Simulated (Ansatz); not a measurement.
## AlFe, space group Pm-3m: a check of PAW against all-electron LAPW, step by step

Computed with Ansatz's Python interface.

Notebook, run cell by cell (the value of a cell's last expression is shown):

```python
import ansatz as az
import numpy as np
```

```python
def count_gap(report):
    # lowest empty less highest filled band, counting bands; zero where they overlap
    return max(report.get('gap_by_band_count_ev') or 0.0, 0.0)
```

```python
crystal = (
    az.Lattice.cubic(2.91)
    .space_group(221)
    .atom('Al', (0.0, 0.0, 0.0))
    .atom('Fe', (0.5, 0.5, 0.5))
    .moments(Fe=3.5)
)

crystal.resolved().sites[-1]
```

    Site(symbol='Fe', position=(0.5, 0.5, 0.5), moment=None, axis=None, held=None, saved=None)

```python
job = (
    crystal.calculation()
    .functional('pbe')
    .kpoints(9, 9, 9)  # the mesh must be finer for metals
    .occupations('fermi_dirac', width=0.15)  # fractional filling near the Fermi level
    .spin(az.SpinTreatment.COLLINEAR)  # spin-polarised run
    .stress()  # positive in compression
    .forces()  # minus the gradient of the free energy
    .band_table()
)
variants = {
    'PAW': job.pseudopotentials('paw'),
    'LAPW': job.pseudopotentials('all_electron', lapw=True),
}
# totals differ by the cores that each treatment holds, so compare what does not depend on them
rows = []
for label, variant in variants.items():
    summary = variant.run(threads=1, pin='off').report
    levels = np.array(summary['eigenvalues_ev'][0]) - summary['fermi_energy_ev']
    print(label, 'levels at the first k-point near E_F:', np.round(levels[np.abs(levels) < 5], 3))
    rows.append((label, summary['n_electrons'], np.trace(summary['stress_gpa']) / 3, count_gap(summary), summary['magnetization_mub']))
lines = [','.join(['treatment', 'electrons in bands', 'P GPa', 'gap by band count eV', 'moment muB'])] + [','.join(f'{v:.4f}' if isinstance(v, float) else str(v) for v in row) for row in rows]
print('\n'.join(lines))
with open('paw_lapw.csv', 'w') as handle:
    handle.write('\n'.join(lines) + '\n')
```

    DeckWarning: basis.ecutwfc = 420 eV, auto-derived from the records' recommended cutoffs: set by Al (normal level)
    PAW levels at the first k-point near E_F: [-2.454 -2.454 -0.432 -0.432 -0.432]
    LAPW levels at the first k-point near E_F: [-2.453 -2.453 -0.441 -0.441 -0.441]
    treatment,electrons in bands,P GPa,gap by band count eV,moment muB
    PAW,19.0000,-5.4990,0.0000,0.6690
    LAPW,27.0000,-5.5423,0.0000,0.6719

PAW gives -5.499 GPa and LAPW -5.542 GPa, 0.043 GPa apart. They took 1.4 and 11.2 s of processor time.

Notes:
- The magnetic order follows from the starting moments and needn't be the lowest.
- For a metal this k-point mesh is coarse: on a finer one energies can move by several to tens of meV an atom and pressures by half a GPa or more, differences at one mesh by less.
- The smearing is wide enough that free energy and stress hold a thermal part of the electrons.
- A gap by band count of zero or less means overlapping bands, a metal.
- At these settings the cell as given stands under about -5 GPa, so it isn't at this functional's equilibrium volume.
- The structure is a deposited one; some such entries were measured under pressure or heat, so a shift against it needn't be the functional's error alone.
- Gaps and levels are Kohn-Sham values on a finite set of k-points.
- Warnings are shown shortened and without file and line.
- Pressure is positive in compression; the treatments may keep other shells as core, so totals and counts of electrons can differ.
- Finished in 13 s on 1 thread of Intel(R) Xeon(R) 6975P-C (Granite Rapids), on a shared host, peak memory 0.57 GiB.
